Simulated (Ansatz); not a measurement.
# Be3ZnSe4: the cost of one run

Program: Ansatz 0.2.0. Level of theory: DFT r2SCAN, scalar-relativistic, plane waves, PAW. These are calculated values, not measurements.

1 further run of the same task is left out (set aside as unsound or not needed). Runs told in other sessions of the task aren't counted.

**1. The structure to begin with**

Symmetry: P3m1, No. 156, trigonal system. Conventional cell: a = 3.747 Å, b = 3.747 Å, c = 12.412 Å, α = 90.00°, β = 90.00°, γ = 120.00°. Around Be (site symmetry 3m) lie 4 Se at 2.25 to 2.28 Å. Be (site symmetry 3m) has 4 Se at 2.24 to 2.28 Å in its first shell of neighbours. Zn (site symmetry 3m) has 4 Se at 2.40 to 2.46 Å in its first shell of neighbours. Se (site symmetry 3m) is surrounded by 4 Be at 2.25 to 2.28 Å. Se (site symmetry 3m) is surrounded by 1 Be at 2.24 Å and 3 Zn at 2.40 Å. Around Se (site symmetry 3m) lie 3 Be at 2.28 Å and 1 Zn at 2.46 Å.

Coordinates:

```cif
data_structure
_symmetry_space_group_name_H-M 'P 1'
_symmetry_Int_Tables_number 1
_cell_length_a 3.7473
_cell_length_b 3.7473
_cell_length_c 12.4117
_cell_angle_alpha 90.000
_cell_angle_beta 90.000
_cell_angle_gamma 120.000
_cell_volume 150.93
loop_
_atom_site_label
_atom_site_type_symbol
_atom_site_fract_x
_atom_site_fract_y
_atom_site_fract_z
_atom_site_occupancy
Be1 Be 0.66667 0.33333 0.01254 1
Be2 Be 0.66667 0.33333 0.49281 1
Be3 Be 0.00000 0.00000 0.25312 1
Zn1 Zn 0.00000 0.00000 0.75621 1
Se1 Se 0.66667 0.33333 0.19393 1
Se2 Se 0.66667 0.33333 0.67293 1
Se3 Se 0.00000 0.00000 0.43433 1
Se4 Se 0.00000 0.00000 0.95414 1
```

The cell was relaxed beforehand at this level, from a generated guess; it is a trial structure. At a tolerance of 0.02 Å it has space group P3m1 (No. 156); it has 18.87 Å³/atom, an uncorrected energy of -0.73 eV/atom over the elements and, on its mesh, gap 2.61 eV.

**2. The same geometry with r2SCAN**

Input file input.yaml:

```yaml
crystal:
  lattice:
    - [3.7472541317, 2.89e-08, 0.0]
    - [-1.8736270909, 3.2452172581, 0.0]
    - [0.0, 0.0, 12.4116806]
  atoms:
    - { symbol: Be, position: [0.6666666667, 0.3333333333, 0.012538] }
    - { symbol: Be, position: [0.6666666667, 0.3333333333, 0.492806] }
    - { symbol: Be, position: [0.0, 0.0, 0.253118] }
    - { symbol: Zn, position: [0.0, 0.0, 0.756211] }
    - { symbol: Se, position: [0.6666666667, 0.3333333333, 0.193928] }
    - { symbol: Se, position: [0.6666666667, 0.3333333333, 0.672929] }
    - { symbol: Se, position: [0.0, 0.0, 0.434331] }
    - { symbol: Se, position: [0.0, 0.0, 0.954139] }
basis:
  ecutwfc: 500
kpoints:
  mp_grid: { grid: [6, 6, 2] }
  band_path:
    path:
      - [[0.0, 0.0, 0.0], [0.5, 0.0, 0.0], [0.33333333, 0.33333333, 0.0], [0.0, 0.0, 0.0], [0.0, 0.0, 0.5], [0.5, 0.0, 0.5], [0.33333333, 0.33333333, 0.5], [0.0, 0.0, 0.5]]
      - [[0.5, 0.0, 0.5], [0.5, 0.0, 0.0]]
      - [[0.33333333, 0.33333333, 0.5], [0.33333333, 0.33333333, 0.0]]
    npoints: 14
hamiltonian:
  xc: r2scan
scf:
  occupations: { method: gaussian, width: 0.02 }
  n_extra_bands: 20
output:
  forces: true
  stress: true
  eigenvalues: true
  populations: true
  dos: { projected: true, de: 0.02, nscf_kmesh: { grid: [9, 9, 3] } }
  bader: true
  write_density: true
  write_potential: true
  elf: true
  volumetric_format: npy
```

Started as:

```bash
$ ansatz run input.yaml --threads 4 --pin off --max-ram 8192MiB --backend cpu --events-out ev --progress --plain --runs-dir out
```

Q: Estimate wall time and peak memory on 4 threads of Arm Neoverse V2, shared host.

About 59 s, with a peak of 1.3 GiB.
